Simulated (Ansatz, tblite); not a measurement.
# (KI)4 cube (K4I4): a ladder of methods and basis sets

The task here is to estimate one member of a computed series from the others.

Program: Ansatz 0.2.0, Gaussian basis. Level of theory: as each input shows. These are calculated values, not measurements.

Plan: GFN1-xTB, GFN2-xTB, PBE-D4/def2-TZVP, r2SCAN-D4/def2-TZVP, BHLYP-D4/def2-TZVP, BLYP-D4/def2-TZVP, r2SCANh-D4/def2-TZVP, PBE-D4/def2-SVP, PBE0-D4/def2-SVP, MP2/def2-TZVP, RPA/def2-TZVP.

2 further runs of the same task are left out: 2 set aside as unsound or not needed. Runs told in other sessions of the task aren't counted.

### The relaxed structure

The geometry is that of the singlet, from an earlier relaxation (r2SCAN-D4/def2-SVP).

8 atoms, charge 0, spin multiplicity 1.

Bond lengths: I1–K5 3.404 Å, I1–K6 3.402 Å, I1–K8 3.404 Å, I2–K5 3.404 Å, I2–K6 3.404 Å, I2–K7 3.404 Å, I3–K5 3.401 Å, I3–K7 3.401 Å, I3–K8 3.401 Å, I4–K6 3.402 Å, I4–K7 3.404 Å, I4–K8 3.404 Å. Angles: K5–I1–K6 83.1°, K5–I1–K8 83.6°, K6–I1–K8 83.2°, K5–I2–K6 83.1°, K5–I2–K7 83.4°, K6–I2–K7 83.1°, K5–I3–K7 83.5°, K5–I3–K8 83.6°, K7–I3–K8 83.6°, K6–I4–K7 83.1°, K6–I4–K8 83.2°, K7–I4–K8 83.5°, I1–K5–I2 96.5°, I1–K5–I3 96.0°, I2–K5–I3 96.1°, I1–K6–I2 96.5°, I1–K6–I4 96.5°, I2–K6–I4 96.6° and more.

Geometry (Å):

```mol
I4K4
  3D, bonds by distance, orders not assigned

  8 12  0  0  0  0  0  0  0  0999 V2000
   -1.5755   -1.0167   -2.4772 I   0  0
    3.0349    0.1201   -0.6729 I   0  0
   -0.9970    2.8268    0.7603 I   0  0
   -0.4604   -1.9332    2.3888 I   0  0
    0.4118    1.7252   -2.1328 K   0  0
    0.8891   -2.5221   -0.6784 K   0  0
    1.4070    0.9073    2.2112 K   0  0
   -2.7099   -0.1073    0.6010 K   0  0
  1  5  8  0
  1  6  8  0
  1  8  8  0
  2  5  8  0
  2  6  8  0
  2  7  8  0
  3  5  8  0
  3  7  8  0
  3  8  8  0
  4  6  8  0
  4  7  8  0
  4  8  8  0
M  END
```

I takes a core potential in the def2 sets. No spin-orbit coupling is included.

PBE0-D4/def2-TZVP was run before; its log isn't repeated, and its numbers join the tables.

The first run:

Tight binding, by tblite at 300 K electronic temperature and without a spin-polarisation term:

```python
tblite.interface.Calculator('GFN1-xTB', numbers, positions, charge=0, uhf=0).singlepoint()
```

Tight binding, by tblite at 300 K electronic temperature and without a spin-polarisation term:

```python
tblite.interface.Calculator('GFN2-xTB', numbers, positions, charge=0, uhf=0).singlepoint()
```

start.molden holds the orbitals of an earlier run on this state, given as this run's starting guess.

The input, in.yaml:

```yaml
crystal:
  periodic: [false, false, false]
  atoms:
    - {symbol: I, position_ang: [-1.575481, -1.016706, -2.477217]}
    - {symbol: I, position_ang: [3.034852, 0.120062, -0.672932]}
    - {symbol: I, position_ang: [-0.996976, 2.826775, 0.760277]}
    - {symbol: I, position_ang: [-0.460397, -1.933205, 2.388836]}
    - {symbol: K, position_ang: [0.411838, 1.725232, -2.132818]}
    - {symbol: K, position_ang: [0.889137, -2.522137, -0.678406]}
    - {symbol: K, position_ang: [1.406960, 0.907316, 2.211248]}
    - {symbol: K, position_ang: [-2.709933, -0.107326, 0.601021]}
basis:
  gaussian: {orbitals: def2-TZVP, initial_orbitals: start.molden}
hamiltonian: {xc: pbe, dispersion: d4}
scf: {omitted_lower_state_checks: [starts]}
output: {forces: true, orbitals: {seedname: orbitals}}
```

Launch:

```console
$ ansatz run in.yaml --threads 4 --pin off --events-out ev --progress --plain --max-ram 4787MiB
```

Steps of the session up to this table: PBE-D4/def2-TZVP; r2SCAN-D4/def2-TZVP; BHLYP-D4/def2-TZVP; BLYP-D4/def2-TZVP; r2SCANh-D4/def2-TZVP; PBE-D4/def2-SVP; PBE0-D4/def2-SVP; MP2/def2-TZVP; RPA/def2-TZVP.

One of the session's tables, all rows but one given; the rest of the session is left out.

It belongs to the step «Binding energy». 

```
               level  binding an atom (eV)
        HF/def2-TZVP                 1.890
     PBE-D4/def2-SVP                     ?
    PBE-D4/def2-TZVP                 2.354
   BLYP-D4/def2-TZVP                 2.272
 r2SCAN-D4/def2-TZVP                 2.426
r2SCANh-D4/def2-TZVP                 2.424
    PBE0-D4/def2-SVP                 2.405
   PBE0-D4/def2-TZVP                 2.382
  BHLYP-D4/def2-TZVP                 2.389
       RPA/def2-TZVP                 2.117
       MP2/def2-TZVP                 2.429
```

Q: Estimate the row for PBE-D4/def2-SVP from the others.

**Answer.** binding an atom (eV): 2.374. In the column «binding an atom (eV)» it lies between PBE-D4/def2-TZVP (2.354) and PBE0-D4/def2-TZVP (2.382).

Caveats from the session: Free atoms were run apart at each level; binding is atoms less cluster, divided by the number of atoms, without zero-point or spin-orbit terms.
